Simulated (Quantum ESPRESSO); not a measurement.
Ge:

```
CELL_PARAMETERS angstrom
0.00000 2.82900 2.82900
2.82900 0.00000 2.82900
2.82900 2.82900 0.00000
ATOMIC_POSITIONS crystal
Ge 0.00000 0.00000 0.00000
Ge 0.25000 0.25000 0.25000
```

* Program: Quantum ESPRESSO 7.5
* Task: phonons
* Functional: PBE
* Potentials or basis: PseudoDojo 0.4.1 SR PBE standard
* Cutoff: 1061 eV
* Density cutoff: 4245 eV
* k mesh: 6 × 6 × 6, shifted
* Occupations: fermi-dirac, width 0.01 eV
* Spin: no spin polarisation
* Mixing beta: 0.5
* Most SCF iterations: 120
* SCF threshold: 4e-10 Ry

Where do the zone-centre optical modes lie?

T2g at 297 cm⁻¹ (Raman).

Optical modes at Γ, degenerate ones joined:
```csv
cm⁻¹,components,symmetry,active in
297,3,T2g,Raman
```

Caveat: the mesh is thin for the phonons of a metal; the cell is more than 3 GPa from zero pressure, which shifts response properties.
